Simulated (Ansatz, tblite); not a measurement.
# The cluster P7+: a ladder of methods and basis sets

The task here is to estimate one member of a computed series from the others.

The runs use Ansatz 0.2.0, Gaussian basis; as each input shows.

The runs, in order: GFN1-xTB, GFN2-xTB, PBE-D4/def2-TZVP, r2SCAN-D4/def2-TZVP, PBE-QIDH/def2-TZVP, ωB97X-V/def2-TZVP, B2PLYP/def2-TZVP, PBE-D4/def2-SVP, PBE0-D4/def2-SVP, CCSD(T)/def2-SVP, MP2/def2-TZVP.

4 further runs of the same task are left out: 4 set aside as unsound or not needed.

## The relaxed structure

The geometry is that of the singlet, from an earlier relaxation (PBE-D4/def2-SVP). At that level it is the lowest of the isomers that a small search found.

7 atoms, charge 1, spin multiplicity 1.

Bond lengths: P1–P3 2.182 Å, P1–P5 2.233 Å, P1–P7 2.356 Å, P2–P4 2.231 Å, P2–P5 2.275 Å, P2–P6 2.233 Å, P3–P5 2.232 Å, P3–P7 2.352 Å, P4–P6 2.181 Å, P4–P7 2.353 Å, P6–P7 2.355 Å. Angles: P3–P1–P5 60.7°, P3–P1–P7 62.3°, P5–P1–P7 95.5°, P4–P2–P5 102.5°, P4–P2–P6 58.5°, P5–P2–P6 102.3°, P1–P3–P5 60.8°, P1–P3–P7 62.5°, P5–P3–P7 95.6°, P2–P4–P6 60.8°, P2–P4–P7 95.7°, P6–P4–P7 62.4°, P1–P5–P2 102.5°, P1–P5–P3 58.5°, P2–P5–P3 102.6°, P2–P6–P4 60.7°, P2–P6–P7 95.6°, P4–P6–P7 62.3° and more.

Geometry (Å):

```xyz
7
P7
P     1.28686   -1.46732    0.35128
P    -1.02985    1.01899    1.24815
P     1.81802    0.36354   -0.70941
P    -1.32546    1.12154   -0.96053
P     1.17493    0.48738    1.42451
P    -1.84616   -0.71261    0.09921
P    -0.07833   -0.81150   -1.45321
```

The ion is computed in the gas phase, without counter-ions or solvent.

PBE0-D4/def2-TZVP was run before; its log isn't repeated, and its numbers join the tables.

The first run:

Tight binding, by tblite at 300 K electronic temperature and without a spin-polarisation term:

```python
tblite.interface.Calculator('GFN1-xTB', numbers, positions, charge=1, uhf=0).singlepoint()
```

Tight binding, by tblite at 300 K electronic temperature and without a spin-polarisation term:

```python
tblite.interface.Calculator('GFN2-xTB', numbers, positions, charge=1, uhf=0).singlepoint()
```

start.molden holds the orbitals of an earlier run on this state, given as this run's starting guess.

File in.yaml:

```yaml
crystal:
  periodic: [false, false, false]
  atoms:
    - {symbol: P, position_ang: [1.286863, -1.467325, 0.351278]}
    - {symbol: P, position_ang: [-1.029851, 1.018992, 1.248154]}
    - {symbol: P, position_ang: [1.818017, 0.363538, -0.709408]}
    - {symbol: P, position_ang: [-1.325461, 1.121544, -0.960528]}
    - {symbol: P, position_ang: [1.174928, 0.487381, 1.424513]}
    - {symbol: P, position_ang: [-1.846159, -0.712615, 0.099211]}
    - {symbol: P, position_ang: [-0.078327, -0.811504, -1.453210]}
basis:
  gaussian: {orbitals: def2-TZVP, initial_orbitals: start.molden}
total_charge: 1
hamiltonian: {xc: pbe, dispersion: d4}
scf: {omitted_lower_state_checks: [starts]}
output: {forces: true, orbitals: {seedname: orbitals}}
```

Run with:

```sh
> ansatz run in.yaml --threads 4 --pin off --events-out ev --progress --plain --max-ram 4787MiB
```

Steps of the session up to this table: PBE-D4/def2-TZVP; r2SCAN-D4/def2-TZVP; PBE-QIDH/def2-TZVP; ωB97X-V/def2-TZVP; B2PLYP/def2-TZVP; PBE-D4/def2-SVP; PBE0-D4/def2-SVP; CCSD(T)/def2-SVP; MP2/def2-TZVP.

One of the session's tables, all rows but one given; the rest of the session is left out.

```
              level  HOMO (eV)  LUMO (eV)  gap (eV)
    PBE-D4/def2-SVP     -11.16      -8.77      2.39
   PBE-D4/def2-TZVP     -10.88      -8.48      2.40
r2SCAN-D4/def2-TZVP          ?          ?         ?
   PBE0-D4/def2-SVP     -12.18      -8.20      3.98
  PBE0-D4/def2-TZVP     -11.84      -7.85      3.99
  ωB97X-V/def2-TZVP     -13.92      -6.05      7.86
```

Q: Estimate the row for r2SCAN-D4/def2-TZVP from the others.

The run gave: HOMO (eV): -11.11; LUMO (eV): -8.49; gap (eV): 2.61. In the column «HOMO (eV)» it lies between PBE-D4/def2-SVP (-11.16) and PBE-D4/def2-TZVP (-10.88).
